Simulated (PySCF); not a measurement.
# GaSe: the cost of one run

Method: method and basis as typed in the scripts; program: PySCF 2.14.0.

7 further runs of the same task are left out: 7 that didn't finish.

### 1 The starting structure

GaSe⁺ (triplet): 2 atoms, charge 1, spin multiplicity 3.

Bond lengths: Ga1–Se2 2.783 Å.

### 2 The run that the others are compared with

The input, input.py:

```python
from pyscf import gto, dft

mol = gto.M(
    atom='Ga 0 0 0; Se 0 0 2.783',
    basis='sbkjc',
    ecp={'Ga': 'sbkjc', 'Se': 'sbkjc'},
    charge=1,
    spin=2,
    symmetry=True,
    verbose=4,
)
mf = dft.UKS(mol, xc='wb97x')
mf.kernel()
mf.mulliken_pop()
mf.dip_moment()
print('orbital energies (hartree):', [e[max(0, n-3):n+3].round(4) for e, n in zip(mf.mo_energy, mol.nelec)])
```

The run is started by

```bash
$ OMP_NUM_THREADS=1 python input.py
```

**Question.** How long does this run take on 1 thread of Arm Neoverse N1, shared host, and how much memory does it need?

About 6.3 s, with a peak of 0.18 GiB.
